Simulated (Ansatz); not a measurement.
# Si19H28 ring sphere (Si₁₉H₂₈): a spread of methods and bases, part 2 of 2

Ansatz 0.2.0, Gaussian basis; the settings change from run to run.

### 4 BHLYP/6-31G*

This run has charge -1, multiplicity 2, restricted open-shell orbitals, D3(BJ) with three-body dispersion.

File in.yaml:

```yaml
crystal:
  periodic: [false, false, false]
  atoms:
    - {symbol: Si, position_ang: [-3.484908, -0.747444, -1.916529]}
    - {symbol: Si, position_ang: [-3.486608, 1.915248, 0.741694]}
    - {symbol: Si, position_ang: [-0.742729, -3.487217, -1.914234]}
    - {symbol: Si, position_ang: [-0.709636, -0.709635, 0.708976]}
    - {symbol: Si, position_ang: [1.916228, -3.484975, 0.747808]}
    - {symbol: Si, position_ang: [2.001862, -0.719164, -1.998096]}
    - {symbol: Si, position_ang: [1.913184, -0.743205, 3.487528]}
    - {symbol: Si, position_ang: [-0.718593, 1.998565, -2.001598]}
    - {symbol: Si, position_ang: [1.998209, 2.001394, 0.719883]}
    - {symbol: Si, position_ang: [-0.748728, 1.914802, 3.485442]}
    - {symbol: Si, position_ang: [-2.336217, -2.341008, -3.216244]}
    - {symbol: Si, position_ang: [-2.071819, 0.641228, -0.643960]}
    - {symbol: Si, position_ang: [-2.341036, 3.216056, 2.336751]}
    - {symbol: Si, position_ang: [0.711767, 0.708127, -3.360063]}
    - {symbol: Si, position_ang: [0.643618, -2.072236, -0.641185]}
    - {symbol: Si, position_ang: [0.640507, 0.643058, 2.072129]}
    - {symbol: Si, position_ang: [3.215749, -2.336542, 2.341757]}
    - {symbol: Si, position_ang: [3.360065, 0.711572, -0.707749]}
    - {symbol: Si, position_ang: [0.708648, 3.360116, -0.710975]}
    - {symbol: H, position_ang: [-4.375890, 0.095625, -2.794675]}
    - {symbol: H, position_ang: [-4.365881, -1.495366, -0.944839]}
    - {symbol: H, position_ang: [-4.369420, 0.944426, 1.488596]}
    - {symbol: H, position_ang: [-4.375726, 2.793137, -0.103627]}
    - {symbol: H, position_ang: [-1.490752, -4.368096, -0.942535]}
    - {symbol: H, position_ang: [0.101883, -4.378159, -2.790926]}
    - {symbol: H, position_ang: [-1.583071, -1.582825, 1.581661]}
    - {symbol: H, position_ang: [0.944566, -4.366257, 1.495367]}
    - {symbol: H, position_ang: [2.794709, -4.375709, -0.095164]}
    - {symbol: H, position_ang: [2.870004, -1.603402, -2.863669]}
    - {symbol: H, position_ang: [0.941284, -1.491529, 4.367932]}
    - {symbol: H, position_ang: [2.789256, 0.101552, 4.378952]}
    - {symbol: H, position_ang: [-1.602806, 2.864489, -2.869422]}
    - {symbol: H, position_ang: [2.863817, 2.868954, 1.604662]}
    - {symbol: H, position_ang: [-1.497594, 0.942397, 4.364804]}
    - {symbol: H, position_ang: [0.093968, 2.791670, 4.378027]}
    - {symbol: H, position_ang: [-3.330443, -3.336636, -3.765668]}
    - {symbol: H, position_ang: [-1.663692, -1.668784, -4.382284]}
    - {symbol: H, position_ang: [-3.337143, 3.765472, 3.330541]}
    - {symbol: H, position_ang: [-1.667577, 4.381946, 1.665099]}
    - {symbol: H, position_ang: [-0.062536, -0.068376, -4.392897]}
    - {symbol: H, position_ang: [1.649817, 1.646226, -4.084126]}
    - {symbol: H, position_ang: [4.381638, -1.663611, 1.669651]}
    - {symbol: H, position_ang: [3.765091, -3.330848, 3.337349]}
    - {symbol: H, position_ang: [4.393776, -0.062247, 0.068156]}
    - {symbol: H, position_ang: [4.083177, 1.650094, -1.646244]}
    - {symbol: H, position_ang: [-0.067626, 4.393634, 0.062739]}
    - {symbol: H, position_ang: [1.647629, 4.083455, -1.648828]}
basis:
  gaussian: {orbitals: "6-31G*"}
total_charge: -1
magnetization: {spin_polarized: false, initial_magnetization: 1}
hamiltonian: {xc: {name: BHLYP}, dispersion: d3bjatm}
output: {forces: true}
```

The run is started by

```bash
ansatz run in.yaml --threads 2 --pin off --events-out ev --progress --plain --max-ram 22528MiB --backend cuda --devices 0, --max-vram 18GiB
```

Standard output, shortened:

```text
Functional definition: BHLYP
  name "BHLYP"
  cite "Becke, J. Chem. Phys. 98, 1372 (1993) doi:10.1063/1.464304"
  cite "Becke, Phys. Rev. A 38, 3098 (1988) doi:10.1103/PhysRevA.38.3098"
  cite "Lee, Yang & Parr, Phys. Rev. B 37, 785 (1988) doi:10.1103/PhysRevB.37.785"
[...]
4031 factors; integrals over basis functions are off by at most 5.1e-4 eV
[...]
mean field -150125.29606111 eV, -5517.0028716654 hartree, gradient 9.7e-6 eV, S^2 0.750000; 18 other end points of the search recorded, 0 dependent functions left out
[...]
reference -150125.29647026 eV, -5517.0028867013 hartree; 148, 147 occupied and 269, 270 virtual orbitals, 4031 factors
Total energy: -150130.14137712 eV, -5517.1809337444 hartree
Atom 0 at    -3.484908    -0.747444    -1.916529 Å, force    -0.122260     0.107550    -0.030898 eV/Å
[...]
Atom 37 at    -3.337143     3.765472     3.330541 Å, force     0.242055    -0.083609    -0.344896 eV/Å
Atom 38 at    -1.667577     4.381946     1.665099 Å, force    -0.279751    -0.331640     0.228478 eV/Å
Atom 39 at    -0.062536    -0.068376    -4.392897 Å, force     0.239072     0.330967     0.297662 eV/Å
Atom 40 at     1.649817     1.646226    -4.084126 Å, force    -0.346275    -0.246929     0.168391 eV/Å
Atom 41 at     4.381638    -1.663611     1.669651 Å, force    -0.304894    -0.293325     0.292760 eV/Å
Atom 42 at     3.765091    -3.330848     3.337349 Å, force     0.055770     0.160751    -0.160165 eV/Å
Atom 43 at     4.393776    -0.062247     0.068156 Å, force    -0.230326     0.365114    -0.365684 eV/Å
Atom 44 at     4.083177     1.650094    -1.646244 Å, force     0.052215    -0.155336     0.155601 eV/Å
Atom 45 at    -0.067626     4.393634     0.062739 Å, force     0.239969    -0.298693    -0.330316 eV/Å
Atom 46 at     1.647629     4.083455    -1.648828 Å, force    -0.347493    -0.168665     0.247142 eV/Å
Dipole moment:    -0.114435     0.201033    -0.200468 e Å
```

It took 84 s on 1 × H100 (card shared with other runs) with 2 threads of AMD EPYC 7R13, shared host; peak host memory 2.8 GiB.

Largest force 0.814 eV/Å.

### 5 CAM-B3LYP/def2-mTZVP

This run has atoms shaken by 0.08 Å, density fitting with def2-universal-jkfit.

File in.yaml:

```yaml
crystal:
  periodic: [false, false, false]
  atoms:
    - {symbol: Si, position_ang: [-3.540294, -0.685698, -1.849803]}
    - {symbol: Si, position_ang: [-3.604332, 1.908117, 0.758254]}
    - {symbol: Si, position_ang: [-0.784785, -3.503269, -1.932307]}
    - {symbol: Si, position_ang: [-0.673219, -0.682307, 0.718765]}
    - {symbol: Si, position_ang: [1.975615, -3.486802, 0.760871]}
    - {symbol: Si, position_ang: [1.972143, -0.632609, -1.996687]}
    - {symbol: Si, position_ang: [1.947722, -0.862041, 3.493291]}
    - {symbol: Si, position_ang: [-0.744848, 1.852603, -2.228187]}
    - {symbol: Si, position_ang: [2.094189, 2.054165, 0.690631]}
    - {symbol: Si, position_ang: [-0.647615, 1.971013, 3.427564]}
    - {symbol: Si, position_ang: [-2.427573, -2.371744, -3.334677]}
    - {symbol: Si, position_ang: [-2.004537, 0.647431, -0.780144]}
    - {symbol: Si, position_ang: [-2.375848, 3.317196, 2.417147]}
    - {symbol: Si, position_ang: [0.634904, 0.544287, -3.331463]}
    - {symbol: Si, position_ang: [0.608165, -2.108071, -0.563669]}
    - {symbol: Si, position_ang: [0.686479, 0.606691, 2.070868]}
    - {symbol: Si, position_ang: [3.174665, -2.229730, 2.311792]}
    - {symbol: Si, position_ang: [3.320439, 0.589470, -0.782905]}
    - {symbol: Si, position_ang: [0.668360, 3.405695, -0.638286]}
    - {symbol: H, position_ang: [-4.416161, 0.076035, -2.840477]}
    - {symbol: H, position_ang: [-4.247923, -1.337861, -0.893816]}
    - {symbol: H, position_ang: [-4.403973, 0.948767, 1.634151]}
    - {symbol: H, position_ang: [-4.368901, 2.765113, -0.082212]}
    - {symbol: H, position_ang: [-1.342802, -4.388310, -1.004741]}
    - {symbol: H, position_ang: [0.107235, -4.192378, -2.908959]}
    - {symbol: H, position_ang: [-1.470424, -1.542899, 1.556293]}
    - {symbol: H, position_ang: [0.969031, -4.503830, 1.519387]}
    - {symbol: H, position_ang: [2.875266, -4.366194, -0.098337]}
    - {symbol: H, position_ang: [2.808198, -1.440182, -2.886587]}
    - {symbol: H, position_ang: [1.134295, -1.486797, 4.367929]}
    - {symbol: H, position_ang: [2.790251, 0.151879, 4.443144]}
    - {symbol: H, position_ang: [-1.615720, 2.833433, -3.025349]}
    - {symbol: H, position_ang: [2.942910, 2.805200, 1.591982]}
    - {symbol: H, position_ang: [-1.401581, 1.056508, 4.361148]}
    - {symbol: H, position_ang: [-0.016749, 2.670340, 4.568112]}
    - {symbol: H, position_ang: [-3.182639, -3.268121, -3.648923]}
    - {symbol: H, position_ang: [-1.761900, -1.631559, -4.455541]}
    - {symbol: H, position_ang: [-3.412376, 3.719482, 3.163604]}
    - {symbol: H, position_ang: [-1.630668, 4.324581, 1.650766]}
    - {symbol: H, position_ang: [-0.092946, -0.251867, -4.569202]}
    - {symbol: H, position_ang: [1.563156, 1.691063, -4.138381]}
    - {symbol: H, position_ang: [4.328044, -1.587504, 1.774072]}
    - {symbol: H, position_ang: [3.700991, -3.358522, 3.288661]}
    - {symbol: H, position_ang: [4.462327, -0.051287, -0.085710]}
    - {symbol: H, position_ang: [4.013256, 1.736412, -1.517671]}
    - {symbol: H, position_ang: [-0.034910, 4.268542, -0.009752]}
    - {symbol: H, position_ang: [1.671032, 4.018990, -1.586518]}
basis:
  gaussian: {orbitals: def2-mTZVP, fitting: {mean_field: def2-universal-jkfit}}
hamiltonian: {xc: {name: CAM-B3LYP}}
```

The command is unchanged.

Standard output, shortened:

```text
Functional definition: CAM-B3LYP
  name "CAM-B3LYP"
  cite "Yanai, Tew & Handy, Chem. Phys. Lett. 393, 51 (2004) doi:10.1016/j.cplett.2004.06.011"
  cite "Iikura, Tsuneda, Yanai & Hirao, J. Chem. Phys. 115, 3540 (2001) doi:10.1063/1.1383587"
  cite "Becke, Phys. Rev. A 38, 3098 (1988) doi:10.1103/PhysRevA.38.3098"
  cite "Lee, Yang & Parr, Phys. Rev. B 37, 785 (1988) doi:10.1103/PhysRevB.37.785"
  cite "Vosko, Wilk & Nusair, Can. J. Phys. 58, 1200 (1980) doi:10.1139/p80-159"
[...]
  # Exact exchange under (alpha + beta erf(omega r))/r, Becke's under what is left of 1/r.
[...]
2936 factors; integrals over basis functions are off by at most 6.7e-1 eV
2936 factors; integrals over basis functions are off by at most 6.5e-7 eV
[...]
mean field -150130.86767612 eV, -5517.2076247402 hartree, gradient 2.7e-5 eV, S^2 0.000000; 0 other end points of the search recorded, 0 dependent functions left out
reference -150130.86798309 eV, -5517.2076360215 hartree; 147, 147 occupied and 355, 355 virtual orbitals, 2936 factors
Total energy: -150130.86798309 eV, -5517.2076360215 hartree
```

Run time: 6.5 s. Hardware: 1 × H100 (card shared with other runs) with 2 threads of AMD EPYC 7R13, shared host.

### 6 The runs in one table

```
                level  charge  multiplicity  geometry  functions  energy (eV)   time
      B2GP-PLYP/6-31G       0             1   relaxed        303  -150012.379  8.5 s
B2GP-PLYP/def2-mTZVPP       0             1    shaken        653  -150048.600   17 s
         BHLYP/6-31G*      -1             2   relaxed        417  -150130.141   84 s
 CAM-B3LYP/def2-mTZVP       0             1    shaken        502  -150130.868  6.5 s
```

### 7 Results

What follows sums up all 2 parts.

```
quantity                        value
    runs                            4
quickest  CAM-B3LYP/def2-mTZVP, 6.5 s
 slowest           BHLYP/6-31G*, 84 s
```

**Reading.** The runs differ in state or geometry as well as level, so their energies can't be set against each other. Run time spans a factor of 13, from CAM-B3LYP/def2-mTZVP to BHLYP/6-31G*. The jobs differ in tasks and options as well as level. At the PBE-D4/def2-SVP geometry and in the same state, runs without warnings or point charges leave forces up to 0.59 eV/Å (B2GP-PLYP/6-31G), against 2.1 eV/Å where the atoms were moved.
